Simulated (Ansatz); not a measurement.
LaFeGe in Ansatz: the effect of starting spin order

The system is LaFeGe.

```
CELL_PARAMETERS angstrom
4.23181 0.00000 0.00000
-2.11590 3.66485 0.00000
0.00000 0.00000 4.28578
ATOMIC_POSITIONS crystal
La 0.00000 0.00000 0.00000
Ge 0.66667 0.33333 0.50000
Fe 0.33333 0.66667 0.50000
```

The cell comes from a database or a generator and needn't be the stable form of this composition.

Alike in all runs:

| Item | Value |
| --- | --- |
| Program | Ansatz 0.2.0 |
| Task | single point |
| Functional | PBE |
| Potentials or basis | Ansatz PAW |
| Cutoff | 420 eV (not typed: the program's choice for these potentials) |
| k mesh | 7 × 7 × 6 |
| Occupations | fermi-dirac, width 0.05 eV |

```csv
starting spin order,spin,starting moments,energy over the lowest run (meV/atom),pressure (GPa),final net moment (μB),final largest site moment (μB)
spin off,no spin polarisation,-,?,?,?,?
fm,"collinear spin, ferromagnetic start","[0.0, 0.0, 3.0] μB",0.0,-0.3,2.12,2.14
random,"collinear spin, random start","[0.0, 0.0, 0.22] μB",0.0,-0.3,2.12,2.14
```

Problem. What does the run with starting spin order spin off give?

Solution. Energy over the lowest run 62.7 meV/atom; pressure -3.9 GPa; final net moment 0.00 μB; final largest site moment 0.00 μB.
